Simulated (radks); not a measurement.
# Valence configurations of Fe⁺

One table from this session's results is given with a row withheld; the runs are named, their logs left out.

Method: scalar-relativistic Kohn-Sham, SCAN, spin-unpolarised, spherical densities, finite nucleus. Code: radks (a radial shooting solver on a logarithmic mesh, Libxc functionals) version 1.

1 further run of the same task is left out (it didn't finish).

## Starting point

| Item | Value |
| --- | --- |
| element | iron (Z = 26) |
| charge | +1 |
| electrons | 25 |
| configuration | [Ar] 3d6 4s1 |
| nuclear rms radius | 3.7377 fm |
| others tried | 3d7; 3d5.5 4s1.5; 3d6.5 4s0.5; 3d6 4p1; 3d5 4s1 4p1; 3d5.5 4s1 4p0.5; 3d5 4p2; 3d5.5 4p1.5 |

Outer shells as boxes (Hund's rule):

Fe⁺
```
[Ar] core
3d [↑↓][↑ ][↑ ][↑ ][↑ ]
4s [↑ ]
```

The first run:

Settings of this run:

```text
Z 26
configuration [Ar] 3d6 4s1
relativity scalar-relativistic
functional scan,scan
spin unpolarised
nucleus finite rms 3.7377 fm
c 137.035999084
```

Among the steps run: [Ar] 3d6 4s1.

One table of the session follows, with a row left open; its other results are not shown here.

It belongs to the step «[Ar] 3d6 4s1». From the orbitals of this run (lengths in bohr):

| level | <r> | outermost maximum (interpolated) | 90 % within | nodes |
| --- | --- | --- | --- | --- |
| 1s | 0.05847 | 0.0383 | 0.104 | 0 |
| 2s | 0.2663 | 0.222 | 0.413 | 1 |
| 2p | 0.2353 | 0.180 | 0.385 | 0 |
| 3s | 0.8101 | 0.701 | 1.21 | 2 |
| 3p | 0.8575 | 0.714 | 1.32 | 1 |
| 3d | ? | ? | ? | ? |
| 4s | 2.717 | 2.31 | 4.04 | 3 |

Q: Estimate the row for 3d from the others.

As computed: <r>: 1.111; outermost maximum (interpolated): 0.715; 90 % within: 1.94; nodes: 0. In the column «<r>» it lies between 3p (0.8575) and 4s (2.717).
